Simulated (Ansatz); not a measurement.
# CH₄BrInO: basis-set convergence

Aim: see how fast density functionals converge with the basis set for CH₄BrInO.

The runs use Ansatz 0.2.0, Gaussian basis; one geometry, several basis sets.

The runs, in order: PBE0-D4/def2-SVP; ωB97M-V/def2-SVP; PBE0-D4/def2-QZVPP; ωB97M-V/def2-QZVPP; the functionals' def2-TZVPP values are taken from earlier runs.

### Step 1. Structure used throughout

An earlier PBE0-D4 in a triple-zeta def2 set relaxation fixed the geometry. In takes the def2 core potential; no spin-orbit term is included.

8 atoms, charge 0, spin multiplicity 1.

Atoms are counted from 1 here; the program's logs count them from 0.

Bond lengths: C1–O2 1.405 Å, C1–H5 1.097 Å, C1–H6 1.096 Å, C1–H7 1.096 Å, O2–In3 1.964 Å, In3–Br4 2.471 Å, In3–H8 1.691 Å. Angles: O2–C1–H5 113.5°, O2–C1–H6 109.7°, O2–C1–H7 109.7°, H5–C1–H6 107.9°, H5–C1–H7 107.9°, H6–C1–H7 108.0°, C1–O2–In3 124.6°, O2–In3–Br4 111.0°, O2–In3–H8 124.2°, Br4–In3–H8 124.8°.

As a file:

```
C     0.5372    1.2052    0.0927
O     0.6081   -0.0530    0.7147
In   -0.4503   -1.6203    0.1857
Br   -1.9251   -1.0904   -1.7246
H    -0.1753    1.2424   -0.7406
H     0.2378    1.9638    0.8251
H     1.5242    1.4811   -0.2962
H    -0.3565   -3.1290    0.9432
```

### Step 2. PBE0-D4 in def2-SVP

in.yaml reads:

```yaml
crystal:
  periodic: [false, false, false]
  atoms:
    - {symbol: C, position_ang: [0.537227, 1.205210, 0.092748]}
    - {symbol: O, position_ang: [0.608077, -0.053015, 0.714729]}
    - {symbol: In, position_ang: [-0.450335, -1.620253, 0.185651]}
    - {symbol: Br, position_ang: [-1.925053, -1.090384, -1.724602]}
    - {symbol: H, position_ang: [-0.175344, 1.242446, -0.740644]}
    - {symbol: H, position_ang: [0.237772, 1.963813, 0.825138]}
    - {symbol: H, position_ang: [1.524185, 1.481145, -0.296238]}
    - {symbol: H, position_ang: [-0.356538, -3.128962, 0.943197]}
basis:
  gaussian: {orbitals: def2-SVP}
hamiltonian: {xc: pbe0, dispersion: d4}
output: {orbitals: {seedname: orbitals}}
```

After this run come: ωB97M-V in def2-SVP; PBE0-D4 in def2-QZVPP; ωB97M-V in def2-QZVPP.

Before running them: what should the planned runs give, taken together? Wanted: PBE0-D4: double and triple zeta above quadruple; ωB97M-V: double and triple zeta above quadruple.

The runs gave:

```
                                       quantity           value
PBE0-D4: double and triple zeta above quadruple  14.20, 1.67 eV
ωB97M-V: double and triple zeta above quadruple  14.25, 1.61 eV
```

PBE0-D4 gains 12.53 eV from double to triple zeta, then 1.67 eV more. These are total energies; as a rule much of such shifts cancels in differences, which this series doesn't test.
